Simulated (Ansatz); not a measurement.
Sc3Al, space group Pm-3m, a charge-density difference against the sublattices

Program: the Python package of Ansatz (0.2.0).

Notebook, run cell by cell (the value of a cell's last expression is shown):

```python
import warnings

import ansatz as az
import numpy as np
```

```python
FUNCTIONAL = "lda"
FILLING = "Fermi-Dirac"
MAX_ITERATIONS = 80
ECUT = 460
MESH = (5, 5, 5)
```

```python
VECTORS = np.array([
    [4.431988, 0.0, 0.0],
    [0.0, 4.431988, 0.0],
    [0.0, 0.0, 4.431988],
])
SITES = [
    ("Sc", [0.5, 0.0, 0.5]),
    ("Sc", [0.0, 0.5, 0.5]),
    ("Sc", [0.5, 0.5, 0.0]),
    ("Al", [0.0, 0.0, 0.0]),
]
```

```python
def make_crystal(cell):
    crystal = az.Crystal(lattice=az.Lattice.of(cell))
    for symbol, position in SITES:
        crystal = crystal.atom(symbol, position)
    return crystal
```

```python
warnings.simplefilter("ignore", az.DeckWarning)
```

```python
# one cutoff and one grid for all runs, so that the fields can be subtracted
def solve(crystal):
    return (
        crystal.calculation()
        .functional(FUNCTIONAL)
        .occupations(FILLING)
        .mixing("anderson")
        .scf(max_iterations=MAX_ITERATIONS)
        .basis(ECUT, grid_basis="typed")
        .kpoints(*MESH)
        .density()
        .run(threads=1)
    )
```

```python
whole = solve(make_crystal(VECTORS))
difference = whole.density().channels[0].density_e_per_ang3.copy()
binding = whole.report["free_energy_ev"]
for element in ["Sc", "Al"]:
    part = az.Crystal(lattice=az.Lattice.of(VECTORS))
    for symbol, position in SITES:
        if symbol == element:
            part = part.atom(symbol, position)
    alone = solve(part)
    difference -= alone.density().channels[0].density_e_per_ang3
    binding -= alone.report["free_energy_ev"]
    print(f"{element} sublattice: {alone.report['n_electrons']:g} electrons, {alone.report['n_iterations']} iterations")
```

    Sc sublattice: 33 electrons, 8 iterations
    Al sublattice: 3 electrons, 5 iterations

```python
voxel = abs(np.linalg.det(VECTORS)) / difference.size
print(f"energy of the crystal less its unpolarised sublattices: {binding / len(SITES):.4f} eV/atom")
print(f"net charge of the difference {difference.sum() * voxel:.5f} e, charge rearranged {0.5 * np.abs(difference).sum() * voxel:.3f} e")
print(f"extremes {difference.min():.4f} and {difference.max():.4f} e/A^3")
for (symbol, position) in SITES:
    index = tuple(int(round(p * n)) % n for p, n in zip(position, difference.shape))
    print(f"  change of the pseudo-density at the grid point nearest {symbol}: {difference[index]:+.4f} e/A^3")
profile = difference.mean(axis=(0, 1))
print("planar mean along the third vector:", np.round(profile[:: max(len(profile) // 12, 1)], 4))
```

    energy of the crystal less its unpolarised sublattices: -1.5288 eV/atom
    net charge of the difference 0.00000 e, charge rearranged 0.577 e
    extremes -0.0549 and 0.0493 e/A^3
      change of the pseudo-density at the grid point nearest Sc: -0.0286 e/A^3
      change of the pseudo-density at the grid point nearest Sc: -0.0286 e/A^3
      change of the pseudo-density at the grid point nearest Sc: -0.0286 e/A^3
      change of the pseudo-density at the grid point nearest Al: -0.0445 e/A^3
    planar mean along the third vector: [ 0.0024  0.0011  0.0024  0.005   0.0048  0.002  -0.0015 -0.0078 -0.0146
     -0.0078 -0.0015  0.002   0.0048  0.005   0.0024  0.0011]

What to keep in mind:
- The settings weren't tested for convergence.
- For a metal this k-point mesh is coarse: on a finer one energies can move by several to tens of meV an atom and pressures by half a GPa or more, differences at one mesh by less.
- Grid values close to the nuclei reflect the PAW or pseudopotential construction, not the all-electron fields.
- The structure comes from a database of computed cells and needn't be a stable or known phase.
- Charge moved counts every rearrangement, bonding and polarisation too, and is no transfer between atoms; the bare sublattices are artificial references. Values near the nuclei depend on the potentials.
- Run time: 4.5 s on 1 thread of Intel(R) Xeon(R) Platinum 8175M CPU @ 2.50GHz (Skylake/Cascade Lake) (shared host), peak memory 0.41 GiB.
